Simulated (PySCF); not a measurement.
**CsSb+: from the state search to spectroscopic constants**

One job finds the state of CsSb+, follows it along the bond with each method and fits the curves.

Computed with PySCF 2.14.0. Level: Cs def2-SVP with ECP46, Sb def2-SVP with ECP28, scalar-relativistic core potentials.

**1. Set-up**

The job is set up so:

| Property | Result |
| --- | --- |
| atoms | Cs, Sb |
| charge | 1 |
| basis | Cs def2-SVP with ECP46, Sb def2-SVP with ECP28 |
| Hamiltonian | scalar-relativistic core potentials |
| basis functions | 50 |
| electrons treated | 31 |
| masses in u | 132.9054, 120.9038 |
| levels | PBE0, PBE, r²SCAN, LDA, PBEsol, BLYP, HSE06, HF, MP2, SCS-MP2, CCSD, CCSD(T) |
| grid | 80 radial by 434 angular points |
| occupations | held fixed by the projection of orbital angular momentum |
| dissociation limit | Cs+ + Sb, each in its ground configuration |
| starting distance in angstrom | 3.670 |
| values of 2S to try | 1, 3 |

On the command line:

```bash
OMP_NUM_THREADS=1 python dia.py task.json out
```

The runs that follow: The PBE0 curve of the state that the search chose; Higher solutions at PBE0; PBE; r²SCAN (meta-GGA); LDA; PBEsol (GGA); BLYP (GGA); HSE06 (range-separated hybrid); UHF; Correlated methods on the Hartree–Fock reference.

**Question.** What will these runs give? Wanted: for each run, Re; ωe; De; μ.

As calculated:

Lowest PBE0 solution found, without spin–orbit coupling: ⁴Σ⁻ (quartet), unpaired electrons σ ↑, π ↑↑. State 2 has its PBE0 minimum 0.64 eV higher, as a spin-mixed determinant (⟨S²⟩ = 1.76), so this is no gap between pure states. State 3 has its PBE0 minimum 0.65 eV higher, as a spin-mixed determinant (⟨S²⟩ = 1.76), so this is no gap between pure states. State 4 has its PBE0 minimum 1.31 eV higher. The other levels ran on the lowest alone.

```tsv
level	Re (Å)	ωe (cm⁻¹)	De (eV)	μ (D)
UHF	4.571	24.8	0.072	-9.24
UHF-MP2	4.327	32.2	0.112	n/a
UHF-SCS-MP2	4.369	30.7	0.103	n/a
UHF-CCSD	4.337	32.1	0.111	n/a
UHF-CCSD(T)	4.323	32.7	0.115	n/a
LDA	3.978	45.9	0.204	-7.16
PBE	4.215	35.0	0.139	-7.89
PBEsol	4.116	38.3	0.147	-7.62
BLYP	4.328	31.7	0.123	-8.14
r²SCAN	4.267	33.0	0.106	-8.28
PBE0	4.232	33.7	0.118	-8.10
HSE06	4.225	34.3	0.122	-8.05
```

De is counted to Cs+ + Sb in their ground configurations. A positive dipole points from Cs to Sb; in an ion it is taken about the centre of mass and does not tell which atom is negative.

Bond lengths run from 3.978 Å (LDA) to 4.571 Å (UHF). CCSD(T) can't serve as the judge here: for a weak bond in this basis it is far from its limit. Among the levels with a De in the table, it runs from 0.072 eV (UHF) to 0.204 eV (LDA).

Correlated steps freeze 4 core orbitals. Spin–orbit coupling is left out, which matters for elements this heavy, above all for dissociation energies. The bond is weak, and basis-set superposition, which was not computed, may be a sizeable part of it. With spin–orbit coupling the term label itself may not hold.
